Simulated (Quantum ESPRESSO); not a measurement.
# GaF (Pm-3m) in Quantum ESPRESSO: notebook, part 2 of 2

Quantum ESPRESSO 7.5. Earlier steps stand in the parts before.

## 3. Phonons, PBE+D2

pw.in

```
&CONTROL
  calculation = 'scf'
  prefix = 'pwscf'
  outdir = './tmp'
  pseudo_dir = './pseudo'
  tprnfor = .true.
  tstress = .true.
  disk_io = 'low'
/
&SYSTEM
  ibrav = 0
  nat = 2
  ntyp = 2
  ecutwfc = 52
  ecutrho = 312
  nbnd = 16
  occupations = 'smearing'
  smearing = 'fd'
  degauss = 0.00367493
  vdw_corr = 'grimme-d2'
/
&ELECTRONS
  conv_thr = 4d-10
  electron_maxstep = 120
  mixing_beta = 0.5
/
ATOMIC_SPECIES
Ga    69.7230 Ga.GGA_PBE-JTH.UPF
F     18.9984 F.GGA_PBE-JTH.UPF
CELL_PARAMETERS bohr
   5.9827217325    0.0000000000    0.0000000000
   0.0000000000    5.9827217325    0.0000000000
   0.0000000000    0.0000000000    5.9827217325
ATOMIC_POSITIONS bohr
Ga     0.0000000000    0.0000000000    0.0000000000
F      2.9913608662    2.9913608662    2.9913608662
K_POINTS automatic
6 6 6 1 1 1
```

relax.in

```
&CONTROL
  calculation = 'vc-relax'
  prefix = 'pwscf'
  outdir = './tmp'
  pseudo_dir = './pseudo'
  tprnfor = .true.
  tstress = .true.
  disk_io = 'low'
  nstep = 40
  forc_conv_thr = 0.0001
  etot_conv_thr = 1d-06
/
&SYSTEM
  ibrav = 0
  nat = 2
  ntyp = 2
  ecutwfc = 52
  ecutrho = 312
  nbnd = 16
  occupations = 'smearing'
  smearing = 'fd'
  degauss = 0.00367493
  vdw_corr = 'grimme-d2'
/
&ELECTRONS
  conv_thr = 4d-10
  electron_maxstep = 120
  mixing_beta = 0.5
/
&IONS
  ion_dynamics = 'bfgs'
/
&CELL
  cell_dynamics = 'bfgs'
  press = 0
  press_conv_thr = 0.2
/
ATOMIC_SPECIES
Ga    69.7230 Ga.GGA_PBE-JTH.UPF
F     18.9984 F.GGA_PBE-JTH.UPF
CELL_PARAMETERS bohr
   5.9827217325    0.0000000000    0.0000000000
   0.0000000000    5.9827217325    0.0000000000
   0.0000000000    0.0000000000    5.9827217325
ATOMIC_POSITIONS bohr
Ga     0.0000000000    0.0000000000    0.0000000000
F      2.9913608662    2.9913608662    2.9913608662
K_POINTS automatic
6 6 6 1 1 1
```

scf2.in

```
&CONTROL
  calculation = 'scf'
  prefix = 'pwscf'
  outdir = './tmp'
  pseudo_dir = './pseudo'
  tprnfor = .true.
  tstress = .true.
  disk_io = 'low'
/
&SYSTEM
  ibrav = 0
  nat = 2
  ntyp = 2
  ecutwfc = 52
  ecutrho = 312
  nbnd = 16
  occupations = 'fixed'
  vdw_corr = 'grimme-d2'
/
&ELECTRONS
  conv_thr = 1d-13
  electron_maxstep = 120
  mixing_beta = 0.5
  startingpot = 'file'
  startingwfc = 'file'
/
ATOMIC_SPECIES
Ga    69.7230 Ga.GGA_PBE-JTH.UPF
F     18.9984 F.GGA_PBE-JTH.UPF
CELL_PARAMETERS bohr
   5.9906932201    0.0000000000    0.0000000000
   0.0000000000    5.9906932201    0.0000000000
   0.0000000000    0.0000000000    5.9906932201
ATOMIC_POSITIONS bohr
Ga     0.0000000000    0.0000000000    0.0000000000
F      2.9953466101    2.9953466101    2.9953466101
K_POINTS automatic
6 6 6 1 1 1
```

ph.in

```
phonons of GaF
&INPUTPH
  prefix = 'pwscf'
  outdir = './tmp'
  tr2_ph = 1d-18
  fildyn = 'dyn'
  niter_ph = 90
  alpha_mix(1) = 0.7
  epsil = .true.
/
0.0000000000 0.0000000000 0.0000000000
```

dynmat.in

```
&INPUT
  fildyn = 'dyn'
  asr = 'crystal'
  lperm = .true.
  filout = 'dynmat.disp'
  fileig = 'dynmat.eig'
/
```

dynmat_lo.in

```
&INPUT
  fildyn = 'dyn'
  asr = 'crystal'
  filout = 'dynmat_lo.disp'
  fileig = 'dynmat_lo.eig'
  q(1) = 0
  q(2) = 0
  q(3) = 1
/
```

Potentials or basis: JTH 2.0 PBE.

Started as:

```sh
$ OMP_NUM_THREADS=1 pw.x -in pw.in > pw.out
$ OMP_NUM_THREADS=1 pw.x -in relax.in > relax.out
$ OMP_NUM_THREADS=1 pw.x -in scf2.in > scf2.out
$ OMP_NUM_THREADS=1 ph.x -in ph.in > ph.out
$ OMP_NUM_THREADS=1 dynmat.x -in dynmat.in > dynmat.out
$ OMP_NUM_THREADS=1 dynmat.x -in dynmat_lo.in > dynmat_lo.out
```

pw.out:

```text
This program is part of the open-source Quantum ESPRESSO suite
     for quantum simulation of materials; please cite
         "P. Giannozzi et al., J. Phys.:Condens. Matter 21 395502 (2009);
         "P. Giannozzi et al., J. Phys.:Condens. Matter 29 465901 (2017);
         "P. Giannozzi et al., J. Chem. Phys. 152 154105 (2020);
     in publications or presentations arising from this work. More details at

     file Ga.GGA_PBE-JTH.UPF: wavefunction(s)  0S 4P 0P 3D 0D renormalized
     file F.GGA_PBE-JTH.UPF: wavefunction(s)  0S 2P 0P renormalized
     Message from routine setup:
     using ibrav=0 with symmetry is DISCOURAGED, use correct ibrav instead

     G-vector sticks info
     --------------------
     sticks:   dense  smooth     PW     G-vecs:    dense   smooth      PW
     Sum         885     593    177                19933    10827    1839

     Using Slab Decomposition

     bravais-lattice index     =            0
     lattice parameter (alat)  =       5.9827  a.u.
     unit-cell volume          =     214.1393 (a.u.)^3
[... 211 lines left out ...]
   -15.4859  -7.8230  -7.8230  -7.8142  -7.6968  -7.6968   2.1811   2.4103
     2.4103   5.5691   9.0840   9.0840  10.1508  18.2476  18.5489  18.5489

     the Fermi energy is     6.6537 ev

!    total energy              =    -337.36484637 Ry
     total all-electron energy =      -337.364846 Ry
     estimated scf accuracy    <          2.6E-11 Ry
     smearing contrib. (-TS)   =      -0.00000000 Ry
     internal energy E=F+TS    =    -337.36484637 Ry

     The total energy is F=E-TS. E is the sum of the following terms:
     one-electron contribution =    -116.19546831 Ry
     hartree contribution      =      58.13224690 Ry
     xc contribution           =     -27.24579667 Ry
     ewald contribution        =    -127.78184098 Ry
     Dispersion Correction     =      -0.03367969 Ry
     one-center paw contrib.   =    -124.24030762 Ry

     convergence has been achieved in  10 iterations

     Forces acting on atoms (cartesian axes, Ry/au):

     atom    1 type  1   force =     0.00000000    0.00000000    0.00000000
     atom    2 type  2   force =     0.00000000    0.00000000    0.00000000

     Total force =     0.000000     Total SCF correction =     0.000000

     Computing stress (Cartesian axis) and pressure

          total   stress  (Ry/bohr**3)                   (kbar)     P=        1.45
   0.00000983   0.00000000   0.00000000            1.45        0.00        0.00
   0.00000000   0.00000983   0.00000000            0.00        1.45        0.00
   0.00000000   0.00000000   0.00000983            0.00        0.00        1.45

=------------------------------------------------------------------------------=
   JOB DONE.
=------------------------------------------------------------------------------=
```

relax.out:

```text
This program is part of the open-source Quantum ESPRESSO suite
     for quantum simulation of materials; please cite
         "P. Giannozzi et al., J. Phys.:Condens. Matter 21 395502 (2009);
         "P. Giannozzi et al., J. Phys.:Condens. Matter 29 465901 (2017);
         "P. Giannozzi et al., J. Chem. Phys. 152 154105 (2020);
[... 446 lines left out ...]
   0.00000000  -0.00000047   0.00000000            0.00       -0.07        0.00
   0.00000000   0.00000000  -0.00000047            0.00        0.00       -0.07

=------------------------------------------------------------------------------=
   JOB DONE.
=------------------------------------------------------------------------------=
```

scf2.out:

```text
This program is part of the open-source Quantum ESPRESSO suite
     for quantum simulation of materials; please cite
         "P. Giannozzi et al., J. Phys.:Condens. Matter 21 395502 (2009);
         "P. Giannozzi et al., J. Phys.:Condens. Matter 29 465901 (2017);
         "P. Giannozzi et al., J. Chem. Phys. 152 154105 (2020);
[... 214 lines left out ...]
   0.00000000  -0.00000034   0.00000000            0.00       -0.05        0.00
   0.00000000   0.00000000  -0.00000034            0.00        0.00       -0.05

=------------------------------------------------------------------------------=
   JOB DONE.
=------------------------------------------------------------------------------=
```

Run time: 10 min. Hardware: 1 thread of Intel Xeon at 2.50GHz (Skylake/Cascade Lake), shared host; peak memory 0.13 GiB.

Results:

```yaml
Free_energy: -4590.0831 eV
Relaxed_volume: 15.93 Å³/atom
Relaxed_cell: a = 3.170 Å, b = 3.170 Å, c = 3.170 Å, α = 90.00°, β = 90.00°, γ = 90.00°
Space_group_after_relaxing_to_0.05_Å: Pm-3m (No. 221)
Pressure_after_relaxing: 0.0 GPa
Electronic_dielectric_tensor_diagonal: 6.28
Born_charges_mean_of_the_diagonal: Ga +2.27; F -2.20 e
Highest_phonon_frequency_at_Γ_LO-TO_splitting_left_out: -9 cm⁻¹
Most_unstable_mode: 148i cm⁻¹
```

Final structure:
```cif
data_structure
_symmetry_space_group_name_H-M 'P 1'
_symmetry_Int_Tables_number 1
_cell_length_a 3.1701
_cell_length_b 3.1701
_cell_length_c 3.1701
_cell_angle_alpha 90.000
_cell_angle_beta 90.000
_cell_angle_gamma 90.000
_cell_volume 31.86
loop_
_atom_site_label
_atom_site_type_symbol
_atom_site_fract_x
_atom_site_fract_y
_atom_site_fract_z
_atom_site_occupancy
Ga1 Ga 0.00000 0.00000 0.00000 1
F1 F 0.50000 0.50000 0.50000 1
```

Phonon frequencies in cm⁻¹ (negative: imaginary):
```tsv
q point	frequencies
(0.000, 0.000, 0.000)	-148 -148 -148 -9 -9 -9
```

Electronic dielectric tensor:
```
6.28 0.00 0.00
0.00 6.28 0.00
0.00 0.00 6.28
```

Born effective charge tensors (e):
atom 1, Ga
```
2.27 0.00 0.00
0.00 2.27 0.00
0.00 0.00 2.27
```
atom 2, F
```
-2.20  0.00  0.00
 0.00 -2.20  0.00
 0.00  0.00 -2.20
```

Optical modes at Γ, degenerate ones joined, polar ones without the macroscopic field:
```
cm⁻¹  components  symmetry  active in  IR intensity, summed ((D/Å)²/amu)
149i           3       T1u         IR                              23.11
```

Zone-centre frequencies without and with the macroscopic field along z (cm⁻¹):
```tsv
	optical modes in rising order
without	149i 149i 149i
with the field	149i 149i 245
```

Caveat: the mesh is thin for the dielectric tensor, Born charges and intensities, which usually come out too large; some modes are imaginary; the Born charges break their sum rule by 0.07 e, a sign of too thin a mesh.

## 4. Phonons, PBE+D3(BJ)

pw.in, as its differences from that of step 3:

```diff
@@ -19,3 +19,5 @@
   degauss = 0.00367493
-  vdw_corr = 'grimme-d2'
+  vdw_corr = 'grimme-d3'
+  dftd3_version = 4
+  dftd3_threebody = .false.
 /
```

relax.in, as its differences from that of step 3:

```diff
@@ -22,3 +22,5 @@
   degauss = 0.00367493
-  vdw_corr = 'grimme-d2'
+  vdw_corr = 'grimme-d3'
+  dftd3_version = 4
+  dftd3_threebody = .false.
 /
```

scf2.in, as its differences from that of step 3:

```diff
@@ -17,3 +17,5 @@
   occupations = 'fixed'
-  vdw_corr = 'grimme-d2'
+  vdw_corr = 'grimme-d3'
+  dftd3_version = 4
+  dftd3_threebody = .false.
 /
@@ -30,8 +32,8 @@
 CELL_PARAMETERS bohr
-   5.9906932201    0.0000000000    0.0000000000
-   0.0000000000    5.9906932201    0.0000000000
-   0.0000000000    0.0000000000    5.9906932201
+   6.0680147535    0.0000000000    0.0000000000
+   0.0000000000    6.0680147535    0.0000000000
+   0.0000000000    0.0000000000    6.0680147535
 ATOMIC_POSITIONS bohr
 Ga     0.0000000000    0.0000000000    0.0000000000
-F      2.9953466101    2.9953466101    2.9953466101
+F      3.0340073768    3.0340073768    3.0340073768
 K_POINTS automatic
```

d3hess.in

```
&INPUT
  prefix = 'pwscf'
  outdir = './tmp'
  step = 0.001
/
```

ph.in is that of step 3.

dynmat.in is that of step 3.

dynmat_lo.in is that of step 3.

Potentials or basis: JTH 2.0 PBE.

Started as:

```sh
$ OMP_NUM_THREADS=1 pw.x -in pw.in > pw.out
$ OMP_NUM_THREADS=1 pw.x -in relax.in > relax.out
$ OMP_NUM_THREADS=1 pw.x -in scf2.in > scf2.out
$ OMP_NUM_THREADS=1 d3hess.x -in d3hess.in > d3hess.out
$ OMP_NUM_THREADS=1 ph.x -in ph.in > ph.out
$ OMP_NUM_THREADS=1 dynmat.x -in dynmat.in > dynmat.out
$ OMP_NUM_THREADS=1 dynmat.x -in dynmat_lo.in > dynmat_lo.out
```

pw.out:

```text
This program is part of the open-source Quantum ESPRESSO suite
     for quantum simulation of materials; please cite
         "P. Giannozzi et al., J. Phys.:Condens. Matter 21 395502 (2009);
         "P. Giannozzi et al., J. Phys.:Condens. Matter 29 465901 (2017);
         "P. Giannozzi et al., J. Chem. Phys. 152 154105 (2020);
     in publications or presentations arising from this work. More details at

     file Ga.GGA_PBE-JTH.UPF: wavefunction(s)  0S 4P 0P 3D 0D renormalized
     file F.GGA_PBE-JTH.UPF: wavefunction(s)  0S 2P 0P renormalized
     Message from routine setup:
     using ibrav=0 with symmetry is DISCOURAGED, use correct ibrav instead

     G-vector sticks info
     --------------------
     sticks:   dense  smooth     PW     G-vecs:    dense   smooth      PW
     Sum         885     593    177                19933    10827    1839

     Using Slab Decomposition

     bravais-lattice index     =            0
     lattice parameter (alat)  =       5.9827  a.u.
     unit-cell volume          =     214.1393 (a.u.)^3
     number of atoms/cell      =            2
     number of atomic types    =            2
     number of electrons       =        20.00
     number of Kohn-Sham states=           16
     kinetic-energy cutoff     =      52.0000  Ry
     charge density cutoff     =     312.0000  Ry
     scf convergence threshold =      4.0E-10
     mixing beta               =       0.5000
     number of iterations used =            8  plain     mixing
     Exchange-correlation= SLA PW PBX PBC
                           (   1   4   3   4   0   0   0)

     celldm(1)=   5.982722  celldm(2)=   0.000000  celldm(3)=   0.000000
     celldm(4)=   0.000000  celldm(5)=   0.000000  celldm(6)=   0.000000

     crystal axes: (cart. coord. in units of alat)
               a(1) = (   1.000000   0.000000   0.000000 )
               a(2) = (   0.000000   1.000000   0.000000 )
               a(3) = (   0.000000   0.000000   1.000000 )

     reciprocal axes: (cart. coord. in units 2 pi/alat)
               b(1) = (  1.000000  0.000000  0.000000 )
               b(2) = (  0.000000  1.000000  0.000000 )
               b(3) = (  0.000000  0.000000  1.000000 )

     PseudoPot. # 1 for Ga read from file:
     Ga.GGA_PBE-JTH.UPF
     Pseudo is Projector augmented-wave + core cor, Zval = 13.0
     Generated using ATOMPAW code
     Shape of augmentation charge: BESSEL
     Using radial grid of 1052 points,  6 beta functions with:
                l(1) =   0
                l(2) =   0
                l(3) =   1
[... 33 lines left out ...]

         atom   Coordination number   C6
         F          0.000            19.38
         F          0.998            14.27
         Ga         0.000           967.50
         Ga         0.960           843.30
         Ga         1.931           515.75
         Ga         2.923           344.63

       Values used:

         atom   Coordination number  R0_AB[au]  C6      C8
         Ga         2.531            3.740    392.26  44097.38
         F          0.737            2.173     14.87    254.47

         Molecular C6 ( Ry / a.u.^6 ) =       537.37

     number of k points=    10  Fermi-Dirac smearing, width (Ry)=  0.0037
                       cart. coord. in units 2pi/alat
        k(    1) = (   0.0833333   0.0833333   0.0833333), wk =   0.0740741
        k(    2) = (   0.0833333   0.0833333   0.2500000), wk =   0.2222222
        k(    3) = (   0.0833333   0.0833333   0.4166667), wk =   0.2222222
        k(    4) = (   0.0833333   0.2500000   0.2500000), wk =   0.2222222
        k(    5) = (   0.0833333   0.2500000   0.4166667), wk =   0.4444444
        k(    6) = (   0.0833333   0.4166667   0.4166667), wk =   0.2222222
        k(    7) = (   0.2500000   0.2500000   0.2500000), wk =   0.0740741
        k(    8) = (   0.2500000   0.2500000   0.4166667), wk =   0.2222222
        k(    9) = (   0.2500000   0.4166667   0.4166667), wk =   0.2222222
        k(   10) = (   0.4166667   0.4166667   0.4166667), wk =   0.0740741

     Dense  grid:    19933 G-vectors     FFT dimensions: (  36,  36,  36)

     Smooth grid:    10827 G-vectors     FFT dimensions: (  27,  27,  27)

     Initial potential from superposition of free atoms

     starting charge      19.9970, renormalised to      20.0000
     Starting wfcs are   26 randomized atomic wfcs

     Self-consistent Calculation

     iteration #  1     ecut=    52.00 Ry     beta= 0.50
     Davidson diagonalization with overlap
     ethr =  1.00E-02,  avg # of iterations =  5.8

     total energy              =    -337.24864836 Ry
     estimated scf accuracy    <       0.26779888 Ry
[... 57 lines left out ...]
     iteration # 10     ecut=    52.00 Ry     beta= 0.50
     Davidson diagonalization with overlap
     ethr =  3.49E-11,  avg # of iterations =  3.7

     End of self-consistent calculation

          k = 0.0833 0.0833 0.0833 (  1346 PWs)   bands (ev):

   -15.7898  -7.8771  -7.8771  -7.7293  -7.7285  -7.7285   0.2396   2.9074
     2.9074   3.4464  13.4922  13.4922  13.9979  17.9952  17.9952  24.1409
[... 43 lines left out ...]
   -15.4859  -7.8230  -7.8230  -7.8142  -7.6968  -7.6968   2.1811   2.4103
     2.4103   5.5691   9.0840   9.0840  10.1508  18.2476  18.5489  18.5489

     the Fermi energy is     6.6537 ev

!    total energy              =    -337.35533531 Ry
     total all-electron energy =      -337.355335 Ry
     estimated scf accuracy    <          2.6E-11 Ry
     smearing contrib. (-TS)   =      -0.00000000 Ry
     internal energy E=F+TS    =    -337.35533531 Ry

     The total energy is F=E-TS. E is the sum of the following terms:
     one-electron contribution =    -116.19546831 Ry
     hartree contribution      =      58.13224690 Ry
     xc contribution           =     -27.24579667 Ry
     ewald contribution        =    -127.78184098 Ry
     DFT-D3 Dispersion         =      -0.02416864 Ry
     one-center paw contrib.   =    -124.24030762 Ry

     convergence has been achieved in  10 iterations

     Forces acting on atoms (cartesian axes, Ry/au):

     atom    1 type  1   force =     0.00000000    0.00000000    0.00000000
     atom    2 type  2   force =     0.00000000    0.00000000    0.00000000

     Total force =     0.000000     Total SCF correction =     0.000000

     Computing stress (Cartesian axis) and pressure

          total   stress  (Ry/bohr**3)                   (kbar)     P=       63.17
   0.00042940   0.00000000   0.00000000           63.17        0.00        0.00
   0.00000000   0.00042940   0.00000000            0.00       63.17        0.00
   0.00000000   0.00000000   0.00042940            0.00        0.00       63.17

=------------------------------------------------------------------------------=
   JOB DONE.
=------------------------------------------------------------------------------=
```

relax.out:

```text
This program is part of the open-source Quantum ESPRESSO suite
     for quantum simulation of materials; please cite
         "P. Giannozzi et al., J. Phys.:Condens. Matter 21 395502 (2009);
         "P. Giannozzi et al., J. Phys.:Condens. Matter 29 465901 (2017);
         "P. Giannozzi et al., J. Chem. Phys. 152 154105 (2020);
[... 459 lines left out ...]
   0.00000000  -0.00000380   0.00000000            0.00       -0.56        0.00
   0.00000000   0.00000000  -0.00000380            0.00        0.00       -0.56

=------------------------------------------------------------------------------=
   JOB DONE.
=------------------------------------------------------------------------------=
```

Run time: 11 min. Hardware: 1 thread of Intel Xeon at 2.50GHz (Skylake/Cascade Lake), shared host; peak memory 0.14 GiB.

Results:

```
Free energy                                             : -4589.9980 eV
Relaxed volume                                          : 16.55 Å³/atom
Relaxed cell                                            : a = 3.211 Å, b = 3.211 Å, c = 3.211 Å, α = 90.00°, β = 90.00°, γ = 90.00°
Space group after relaxing (to 0.05 Å)                  : Pm-3m (No. 221)
Pressure after relaxing                                 : -0.1 GPa
Electronic dielectric tensor (diagonal)                 : 6.05
Born charges (mean of the diagonal)                     : Ga +2.20; F -2.14 e
Highest phonon frequency at Γ, LO-TO splitting left out : 4 cm⁻¹
Most unstable mode                                      : 102i cm⁻¹
```

Step by step:
```csv
step,energy change (eV),largest force (eV/Å),pressure (GPa),volume (Å³)
1,0.0000,0.0000,6.32,31.73
2,-0.0379,0.0000,2.56,32.77
3,-0.0380,0.0000,-1.82,33.51
4,-0.0405,0.0000,-0.18,33.14
5,-0.0405,0.0000,-0.03,33.11
6,-0.0405,0.0000,0.00,33.11
```

Final structure:
```yaml
crystal:
  lattice:
    - [3.21106, 0.00000, 0.00000]
    - [0.00000, 3.21106, 0.00000]
    - [0.00000, 0.00000, 3.21106]
  atoms:
    - { symbol: Ga, position: [0.00000, 0.00000, 0.00000] }
    - { symbol: F, position: [0.50000, 0.50000, 0.50000] }
```

Phonon frequencies in cm⁻¹ (negative: imaginary):
```
              q point           frequencies
(0.000, 0.000, 0.000)  -102 -102 -102 4 4 4
```

Electronic dielectric tensor:
```
6.05 0.00 0.00
0.00 6.05 0.00
0.00 0.00 6.05
```

Born effective charge tensors (e):
atom 1, Ga
```
2.20 0.00 0.00
0.00 2.20 0.00
0.00 0.00 2.20
```
atom 2, F
```
-2.14  0.00  0.00
 0.00 -2.14  0.00
 0.00  0.00 -2.14
```

Optical modes at Γ, degenerate ones joined, polar ones without the macroscopic field:
| cm⁻¹ | components | symmetry | active in | IR intensity, summed ((D/Å)²/amu) |
| --- | --- | --- | --- | --- |
| 102i | 3 | T1u | IR | 21.83 |

Zone-centre frequencies without and with the macroscopic field along z (cm⁻¹):
```tsv
	optical modes in rising order
without	102i 102i 102i
with the field	102i 102i 259
```

Caveat: the mesh is thin for the dielectric tensor, Born charges and intensities, which usually come out too large; some modes are imaginary; the Born charges break their sum rule by 0.05 e, a sign of too thin a mesh.

## 5. The runs side by side

| level | pressure (GPa) |
| --- | --- |
| PBE | 0.0 |
| PBE+D2 | 0.0 |
| PBE+D3(BJ) | -0.1 |

Alike in all rows: task phonons; potentials or basis JTH 2.0 PBE; no spin polarisation; cell relaxed; k mesh 6 × 6 × 6, shifted; cutoff (eV) 707; smearing fermi-dirac 0.05 eV.

Caveats: some modes are imaginary.

Total energies depend on the potentials used, so only differences within one code and one set of settings carry meaning.
